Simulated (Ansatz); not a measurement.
# TaO (P6/mmm) in Ansatz: notebook

One crystal, TaO, is run at these levels: PBE; tasks: relaxation of cell and atoms.

Program: Ansatz 0.2.0. These are calculated values, not measurements. Logs are shortened: lines on timing, memory, paths and dates and some standing lists are left out, and cuts for length are marked.

### 1 The crystal as given

The structure is hexagonal, space group P6/mmm (No. 191). The conventional cell has a = 3.066 Å, b = 3.066 Å, c = 3.855 Å, α = 90.00°, β = 90.00°, γ = 120.00°. Ta (site symmetry 6/mmm) is surrounded by 2 O at 1.93 Å. Around O (site symmetry 6/mmm) lie 2 Ta at 1.93 Å.

The cell was built by a generator and needn't be a form met in nature.

### 2 Relaxation of cell and atoms, PBE, target pressure 5 GPa, at which the enthalpy is minimised

File input.yaml:

```yaml
crystal:
  lattice:
    - [3.06611, 0.0, 0.0]
    - [-1.53306, 2.65533, 0.0]
    - [0.0, 0.0, 3.85502]
  atoms:
    - { symbol: Ta, position: [0.0, 0.0, 0.5] }
    - { symbol: O, position: [0.0, 0.0, 0.0] }
hamiltonian:
  xc: pbe
  pseudopotentials: { kind: paw }
kpoints:
  mp_grid: { grid: [10, 10, 7] }
scf:
  occupations: { method: fermi_dirac, width: 0.05 }
output:
  forces: true
  stress: true
  eigenvalues: true
relax:
  f_tol: 0.01
  max_steps: 40
  cell: { stress_tol: 0.05, p_target: 5.0 }
```

Potentials or basis: Ansatz PAW.

Command:

```
> ansatz run input.yaml --threads 2 --pin off --max-ram 5632MiB --backend cpu --events-out ev --progress --plain --runs-dir out
```

What it wrote:

```text
Warning: RAYON_NUM_THREADS=2 ignored (pool sized by the plan → 2); use --threads N
Engine: ansatz 0.2.0, aarch64-unknown-linux-gnu
Pseudopotentials: kind: paw
Pseudopotential: Ta, paw, valence charge 13, recommended cutoff 420 eV (normal), Ta.paw.azcp
Pseudopotential: O, paw, valence charge 6, recommended cutoff 420 eV (normal), O.paw.azcp
Functional definition: PBE
  parameter kappa = 0.804
  parameter beta = 0.06672455060314922
  exchange = pbe_x(kappa = kappa, mu = beta*pi^2/3)
  correlation = pbe_c(beta = beta)
Crystal: 2 atoms, lattice volume = 31.386 Å³
Basis set: ecut = 420 eV, 613 PW (Γ), exchange–correlation on 48×48×54 points (8 copies of the dense FFT grid, shifted against one another)
Bands: 14, of which v1, the nominal top of the filled ones, is band 10 counted from 1 (9 counted from 0)
Symmetry: 24 space group operations
Space group: P6/mmm (ITA 191), of the structure as read, at distance tolerance 3.2e-5 Å
k-points: 56 of 700
Non-local potential: Ta, projectors of the file, l = 0: 3, l = 1: 2, l = 2: 2, l = 3: 1
Non-local potential: O, projectors of the file, l = 0: 2, l = 1: 2, l = 2: 1
PAW form: soft (Blöchl's): semilocal exchange-correlation on the pseudo side does not see the compensation charge
PAW one-centre angular grid: Ta, 590 points (default); XC on 64 Gauss nodes
PAW one-centre angular grid: O, 110 points (default); XC on 64 Gauss nodes
Initial density: superposition of atomic densities (neutral atoms: chi_scale 0, normalization atom), corrected by the library's trained network
Initial wavefunctions: pseudopotential atomic-orbital guess
Functional: x = pbe(κ = 0.804, μ = 0.2195149727645171), c = pbe(β = 0.06672455060314922)
SCF iter   1: F=—  HF=-10499.929455 eV  |F-HF|=—  |Δ(HF+E_count)|=         —  Δρ=4.95e-3  dr2=5.57e-3  ethr=1.77e-3  ⟨swp⟩=5.7  Hψ=4354  notcnv=0
preconditioner: auto → none  [metal: Δε(μ)=0.006 eV  Ē_g=10.336 eV  σ=0.050 eV  W_gap=0.03  n_scr=8 (ndim 8)  ℏωp=22.0 eV  f_vac=0.000  D(μ)=3.08/eV (n_scr^D=40)  sad-step TF]
SCF iter   2: F=—  HF=-10499.929979 eV  |F-HF|=—  |Δ(HF+E_count)|=   5.25e-4  Δρ=3.02e-3  dr2=2.41e-3  ethr=2.93e-5  ⟨swp⟩=1.2  Hψ=1253  notcnv=0
SCF iter   3: F=—  HF=-10499.930384 eV  |F-HF|=—  |Δ(HF+E_count)|=   4.05e-4  Δρ=3.76e-4  dr2=3.57e-5  ethr=1.27e-5  ⟨swp⟩=2.4  Hψ=1082  notcnv=0
SCF iter   4: F=—  HF=-10499.930733 eV  |F-HF|=—  |Δ(HF+E_count)|=   3.48e-4  Δρ=7.96e-5  dr2=1.10e-6  ethr=1.88e-7  ⟨swp⟩=2.6  Hψ=1230  notcnv=0
iter 5 did not close the SCF: its close was put off for the readings that it lacked (scf_convergence_deferred on its scf_iter line)
SCF iter   5: F=-10499.930733 eV  HF=-10499.930733 eV  |F-HF|=1.69e-8  |Δ(HF+E_count)|=   2.79e-8  Δρ=1.09e-5  dr2=1.30e-8  ethr=5.81e-9  ⟨swp⟩=2.0  Hψ=1116  notcnv=0
SCF iter   6: F=-10499.930733 eV  HF=-10499.930733 eV  |F-HF|=1.56e-10  |Δ(HF+E_count)|=   2.21e-8  Δρ=1.42e-6  dr2=3.30e-10  ethr=6.85e-11  ⟨swp⟩=2.3  Hψ=2850  notcnv=0
SCF 1 converged in 6 iterations: F = -10499.930733 eV  dr2 = 3.30e-10
relax step   1: F+E_penalty+E_count = -10499.93073256 eV  Δ(F+E_penalty+E_count) = +0.000e0 eV  max|allowed force component| = 4.365e-33 eV/Å  Δτ_max = 0.0000 Å  P = +0.028 GPa  Ω = 31.386 Å³  (6 SCF iters, dr2 threshold 1.00e-7 eV, accepted)
Crystal: 2 atoms, lattice volume = 28.277 Å³
Basis set: ecut = 420 eV, 541 PW (Γ), exchange–correlation on 48×48×54 points (8 copies of the dense FFT grid, shifted against one another)
Initial density: handed on by an earlier stage of this run
Initial wavefunctions: those handed on with the density
iter 1 solved again at ethr=3.55e-4 eV; its pass at ethr=3.10e-3 eV (dr2=6.75e-2 eV) is discarded
SCF iter   1: F=—  HF=-10499.829097 eV  |F-HF|=—  |Δ(HF+E_count)|=         —  Δρ=1.20e-2  dr2=6.70e-2  ethr=3.55e-4  ⟨swp⟩=1.0  Hψ=5071  notcnv=0
preconditioner: auto → none  [metal: Δε(μ)=0.031 eV  Ē_g=10.680 eV  σ=0.050 eV  W_gap=0.15  n_scr=8 (ndim 8)  ℏωp=23.2 eV  f_vac=0.000  D(μ)=2.01/eV (n_scr^D=22)]
SCF iter   2: F=—  HF=-10499.815011 eV  |F-HF|=—  |Δ(HF+E_count)|=   1.41e-2  Δρ=4.69e-3  dr2=1.02e-2  ethr=3.53e-4  ⟨swp⟩=2.0  Hψ=997  notcnv=0
SCF iter   3: F=—  HF=-10499.812518 eV  |F-HF|=—  |Δ(HF+E_count)|=   2.49e-3  Δρ=7.74e-4  dr2=1.14e-4  ethr=5.38e-5  ⟨swp⟩=2.0  Hψ=988  notcnv=0
SCF iter   4: F=—  HF=-10499.812886 eV  |F-HF|=—  |Δ(HF+E_count)|=   3.68e-4  Δρ=1.20e-4  dr2=2.37e-6  ethr=6.01e-7  ⟨swp⟩=2.0  Hψ=1341  notcnv=0
iter 5 did not close the SCF: its close was put off for the readings that it lacked (scf_convergence_deferred on its scf_iter line)
SCF iter   5: F=-10499.812886 eV  HF=-10499.812886 eV  |F-HF|=9.18e-8  |Δ(HF+E_count)|=   1.47e-7  Δρ=2.18e-5  dr2=1.28e-7  ethr=1.25e-8  ⟨swp⟩=2.1  Hψ=1075  notcnv=0
SCF iter   6: F=-10499.812886 eV  HF=-10499.812886 eV  |F-HF|=1.51e-9  |Δ(HF+E_count)|=   1.67e-8  Δρ=4.00e-6  dr2=1.73e-9  ethr=6.72e-10  ⟨swp⟩=3.0  Hψ=2869  notcnv=0
SCF 2 converged in 6 iterations: F = -10499.812886 eV  dr2 = 1.73e-9
[... 59 lines left out ...]
SCF iter   2: F=—  HF=-10499.910573 eV  |F-HF|=—  |Δ(HF+E_count)|=   3.48e-4  Δρ=6.06e-5  dr2=1.72e-6  ethr=6.63e-8  ⟨swp⟩=2.2  Hψ=1139  notcnv=0
iter 3 did not close the SCF: its close was put off for the readings that it lacked (scf_convergence_deferred on its scf_iter line)
SCF iter   3: F=-10499.910573 eV  HF=-10499.910573 eV  |F-HF|=1.08e-8  |Δ(HF+E_count)|=   4.05e-7  Δρ=1.17e-5  dr2=2.63e-8  ethr=9.03e-9  ⟨swp⟩=2.2  Hψ=1003  notcnv=0
iter 4 did not close the SCF: its close was put off for the readings that it lacked (scf_convergence_deferred on its scf_iter line)
SCF iter   4: F=-10499.910573 eV  HF=-10499.910573 eV  |F-HF|=2.71e-10  |Δ(HF+E_count)|=  3.27e-11  Δρ=2.82e-6  dr2=1.05e-9  ethr=1.39e-10  ⟨swp⟩=2.1  Hψ=966  notcnv=0
iter 5 did not close the SCF: its close was put off for the readings that it lacked (scf_convergence_deferred on its scf_iter line)
SCF iter   5: F=-10499.910573 eV  HF=-10499.910573 eV  |F-HF|=3.64e-12  |Δ(HF+E_count)|=  4.42e-10  Δρ=2.72e-7  dr2=1.16e-11  ethr=5.50e-12  ⟨swp⟩=2.1  Hψ=1087  notcnv=0
SCF iter   6: F=-10499.910573 eV  HF=-10499.910573 eV  |F-HF|=9.09e-12  |Δ(HF+E_count)|=  7.28e-12  Δρ=5.33e-8  dr2=2.70e-13  ethr=1.00e-12  ⟨swp⟩=1.0  Hψ=1792  notcnv=0
SCF 7 converged in 6 iterations: F = -10499.910573 eV  dr2 = 2.70e-13
relax step   7: F+E_penalty+E_count = -10499.91057282 eV  Δ(F+E_penalty+E_count) = +1.218e-3 eV  max|allowed force component| = 3.081e-33 eV/Å  Δτ_max = 0.0000 Å  P = +4.997 GPa  Ω = 30.038 Å³  energy of the carried Pulay correction = +1.155e-4 eV  (6 SCF iters, dr2 threshold 9.12e-8 eV, accepted)
iter 1 solved again at ethr=2.36e-8 eV; its pass at ethr=3.10e-3 eV (dr2=4.49e-6 eV) is discarded
SCF iter   1: F=—  HF=-10499.910164 eV  |F-HF|=—  |Δ(HF+E_count)|=         —  Δρ=2.32e-5  dr2=6.33e-8  ethr=2.36e-8  ⟨swp⟩=3.6  Hψ=6477  notcnv=0
preconditioner: auto → none  [metal: Δε(μ)=0.047 eV  Ē_g=10.594 eV  σ=0.050 eV  W_gap=0.23  n_scr=8 (ndim 8)  ℏωp=22.5 eV  f_vac=0.000  D(μ)=2.96/eV (n_scr^D=40)]
SCF iter   2: F=—  HF=-10499.910513 eV  |F-HF|=—  |Δ(HF+E_count)|=   3.49e-4  Δρ=1.20e-5  dr2=2.01e-8  ethr=3.33e-10  ⟨swp⟩=3.0  Hψ=1654  notcnv=0
SCF iter   3: F=—  HF=-10499.910513 eV  |F-HF|=—  |Δ(HF+E_count)|=  1.09e-11  Δρ=7.61e-6  dr2=6.93e-9  ethr=1.06e-10  ⟨swp⟩=1.0  Hψ=784  notcnv=0
SCF iter   4: F=—  HF=-10499.910513 eV  |F-HF|=—  |Δ(HF+E_count)|=   1.08e-9  Δρ=1.90e-6  dr2=4.31e-10  ethr=3.65e-11  ⟨swp⟩=1.0  Hψ=786  notcnv=0
iter 5 did not close the SCF: its close was put off for the readings that it lacked (scf_convergence_deferred on its scf_iter line)
SCF iter   5: F=-10499.910513 eV  HF=-10499.910513 eV  |F-HF|=1.82e-12  |Δ(HF+E_count)|=  5.28e-11  Δρ=6.73e-8  dr2=8.58e-13  ethr=2.27e-12  ⟨swp⟩=2.2  Hψ=962  notcnv=0
SCF iter   6: F=-10499.910513 eV  HF=-10499.910513 eV  |F-HF|=3.64e-12  |Δ(HF+E_count)|=  1.82e-12  Δρ=8.75e-8  dr2=9.40e-13  ethr=1.00e-12  ⟨swp⟩=4.0  Hψ=3099  notcnv=0
SCF 8 converged in 6 iterations: F = -10499.910513 eV  dr2 = 9.40e-13
relax step   8: F+E_penalty+E_count = -10499.91051330 eV  Δ(F+E_penalty+E_count) = +5.951e-5 eV  max|allowed force component| = 4.109e-33 eV/Å  Δτ_max = 0.0000 Å  P = +4.994 GPa  Ω = 30.038 Å³  stress off target by 7.94e-3 GPa  SCF on the basis re-selected at this cell (its energy is not comparable with the rows above)  (6 SCF iters)
basis re-selected at this cell: Δ(F+E_penalty+E_count) = +5.951e-5 eV, ΔP = -0.003 GPa vs the last step (what re-selecting the basis moved, of the pressure what is left beyond the Pulay correction that the steps carried, after the strain that the cell walked since its last selection, with what the two solves' SCF thresholds leave and, on support functions, any second-order correction that the steps lacked; it is no measure of the basis error at this ecutwfc). This SCF's stress stands 7.94e-3 GPa from its target on what of the cell is left free (relax.cell.stress_tol is 5.00e-2 GPa) and its largest allowed force component is 4.11e-33 eV/Å (relax.f_tol is 1.00e-2 eV/Å): within both
SCF converged after 6 iterations
Free energy (F): -10499.910513 eV
Harris-Foulkes:  -10499.910513 eV  (|F-HF|=3.64e-12)
Internal energy: -10499.887379 eV  (E = F + TS)
E sigma→0 (E₀):  -10499.898946 eV
Entropy (-TS):   -0.023135 eV (-11.567 meV/atom)
Fermi energy:    12.595166 eV
--- Per-component energies (eV) ---
  E_band       = -173.380451
  E_kinetic    = 538.739564
  E_local      = -1074.020313  (includes V_loc(G=0)·N_el)
  E_nonlocal   = 63.260391
  E_hartree    = 371.577116
  E_xc         = -290.591761
  E_vxc        = -295.966067  (∫ρ·V_xc dr)
  E_paw        = -8554.739781  (= ΣΔE_a)
  E_vpaw       = -148.550834  (= ΣTr[D̂ρ^β])
  E_aug_tail   = 0.002585  (compensation charges beyond the density's cutoff)
  E_ewald      = -1554.115180
  E_smearing   = -0.023135  (= −TS)
  E_closure    = 0.000000  (closes the sum)
  Σ components = -10499.910513   (vs F -10499.910513, Δ=0.00e0)
--- Forces (eV/Å), atoms counted from 1 ---
  atom   1  Ta    -0.00000000    -0.00000000     0.00000000
  atom   2  O      0.00000000    -0.00000000     0.00000000
  max |Σ_I F_I| component: 6.16e-33 eV/Å
--- Stress (GPa, compression-positive) ---
        4.992060      -0.000000      -0.000000
       -0.000000       4.992060       0.000000
       -0.000000       0.000000       4.996729
  P = ⅓ Tr σ = 4.9936 GPa (49.936 kbar)
--- Band table (eV; the first three rows and the last of 56) ---
  k-point 0: bands = ["-55.3857", "-22.2027", "-21.4912", "-21.4912", "-6.8949", "7.1717", "9.2000", "10.3889", "10.3889", "13.2365", "13.2365", "16.0303", "16.0303", "19.5196"]
  k-point 1: bands = ["-55.3856", "-22.2356", "-21.4902", "-21.4902", "-6.6283", "7.1856", "8.3044", "10.1514", "10.1514", "13.2527", "13.2527", "16.4863", "16.4863", "18.7547"]
  k-point 2: bands = ["-55.3852", "-22.3079", "-21.4878", "-21.4878", "-5.9656", "6.3264", "7.4468", "9.7032", "9.7032", "13.2894", "13.2894", "17.4689", "17.4689", "17.6103"]
  k-point 55: bands = ["-55.3266", "-22.2418", "-22.0430", "-21.9094", "-4.8158", "5.5772", "6.9573", "7.5450", "11.8953", "12.5540", "16.1422", "16.5628", "19.2317", "21.8705"]
--- Relaxed structure (6 steps of the walk, 5 accepted, 2 SCFs on fresh bases) ---
  F+E_penalty+E_count = -10499.91051330 eV   max|allowed force component| = 4.109e-33 eV/Å   (the final SCF, on the basis selected at the relaxed cell)
  cell:  # Å, volume = 30.0384 Å³
    - [3.00497630555781, 2.829193345171527e-6, 0.0]
    - [-1.502490602932214, 2.6023844037867003, 0.0]
    - [0.0, 0.0, 3.84117098243453]
  atoms:
    - { symbol: Ta, position: [6.48856241899544e-38, 1.4756352424464947e-38, 0.5] }
    - { symbol: O, position: [-6.48856241899544e-38, -1.4756352424464947e-38, 0.0] }
```

It took 8.2 s on 2 threads of Arm Neoverse V1, shared host; peak memory 0.31 GiB.

Results:

- Free energy: -10499.9105 eV
- Relaxed volume: 15.02 Å³/atom
- Relaxed cell: a = 3.005 Å, b = 3.005 Å, c = 3.841 Å, α = 90.00°, β = 90.00°, γ = 120.00°
- Space group after relaxing (to 0.05 Å): P6/mmm (No. 191)
- Energy change on relaxing (the enthalpy is what falls): +10.1 meV/atom
- Ionic steps: 7
- Pressure after relaxing: 5.0 GPa
- Band gap on the k mesh: none (metal or under the smearing width)

Step by step:
```tsv
step	energy change (eV)	largest force (eV/Å)	volume (Å³)
1	0.0000	0.0000	31.39
2	0.0129	0.0000	30.21
3	0.0165	0.0000	30.08
4	0.0163	0.0000	30.08
5	0.0189	0.0000	30.08
6	0.0202	0.0000	30.04
7	0.0202	0.0000	30.04
```

Final structure:
```
CELL_PARAMETERS angstrom
3.00498 0.00000 0.00000
-1.50249 2.60238 0.00000
0.00000 0.00000 3.84117
ATOMIC_POSITIONS crystal
Ta 0.00000 0.00000 0.50000
O 0.00000 0.00000 0.00000
```

Levels at points of the mesh, in eV from the Fermi level:
```csv
k point,band 6,band 7,band 8,band 9,band 10,band 11,band 12,band 13
"(0.00, 0.00, 0.00)",-5.42,-3.40,-2.21,-2.21,0.64,0.64,3.44,3.44
"(0.00, -0.50, 0.00)",-4.89,-3.17,-2.93,-2.69,-0.73,2.55,4.06,5.50
```

Caveat: the plane-wave basis is chosen anew once the cell has moved, so the energies of steps on either side of that aren't comparable; the pressure holds a Pulay correction of +0.4 GPa for the finite cutoff; an odd number of electrons without spin polarisation forces a metal; a magnetic or distorted state may lie lower. Spin-orbit coupling is left out, which matters for the levels of Ta.

### 3 Relaxation of cell and atoms, PBE, target pressure 10 GPa, at which the enthalpy is minimised

input.yaml, as its differences from that of step 2:

```diff
@@ -22,2 +22,2 @@
   max_steps: 40
-  cell: { stress_tol: 0.05, p_target: 5.0 }
+  cell: { stress_tol: 0.05, p_target: 10.0 }
```

Potentials or basis: Ansatz PAW.

Command:

```
> ansatz run input.yaml --threads 2 --pin off --max-ram 5632MiB --backend cpu --events-out ev --progress --plain --runs-dir out
```

It took 7.1 s on 2 threads of Arm Neoverse V1, shared host; peak memory 0.31 GiB.

It converged, with:

```yaml
Free_energy: -10499.8590 eV
Relaxed_volume: 14.46 Å³/atom
Relaxed_cell: a = 2.954 Å, b = 2.954 Å, c = 3.828 Å, α = 90.00°, β = 90.00°, γ = 120.00°
Space_group_after_relaxing_to_0.05_Å: P6/mmm (No. 191)
Energy_change_on_relaxing_the_enthalpy_is_what_falls: +35.9 meV/atom
Ionic_steps: 7
Pressure_after_relaxing: 10.0 GPa
Band_gap_on_the_k_mesh: none (metal or under the smearing width)
```

The path:
| step | energy change (eV) | largest force (eV/Å) | volume (Å³) |
| --- | --- | --- | --- |
| 1 | 0.0000 | 0.0000 | 31.39 |
| 2 | 0.1239 | 0.0000 | 28.17 |
| 3 | 0.0581 | 0.0000 | 29.09 |
| 4 | 0.0640 | 0.0000 | 28.99 |
| 5 | 0.0678 | 0.0000 | 28.99 |
| 6 | 0.0716 | 0.0000 | 28.92 |
| 7 | 0.0717 | 0.0000 | 28.92 |

Final structure:
```xyz
2
Lattice="2.9537 0.0000 0.0000 -1.4769 2.5580 0.0000 0.0000 0.0000 3.8281" Properties=species:S:1:pos:R:3 pbc="T T T"
Ta    0.0000    0.0000    1.9141
O     0.0000    0.0000    0.0000
```

Levels at points of the mesh, in eV from the Fermi level:
```csv
k point,band 6,band 7,band 8,band 9,band 10,band 11,band 12,band 13,band 14
"(0.00, 0.00, 0.00)",-5.56,-3.33,-2.06,-2.06,0.67,0.67,3.69,3.69,7.11
"(0.00, -0.50, 0.00)",-4.94,-3.35,-2.81,-2.58,-0.84,2.73,4.34,5.89,6.91
```

Caveat: the plane-wave basis is chosen anew once the cell has moved, so the energies of steps on either side of that aren't comparable; the pressure holds a Pulay correction of +0.4 GPa for the finite cutoff; an odd number of electrons without spin polarisation forces a metal; a magnetic or distorted state may lie lower.
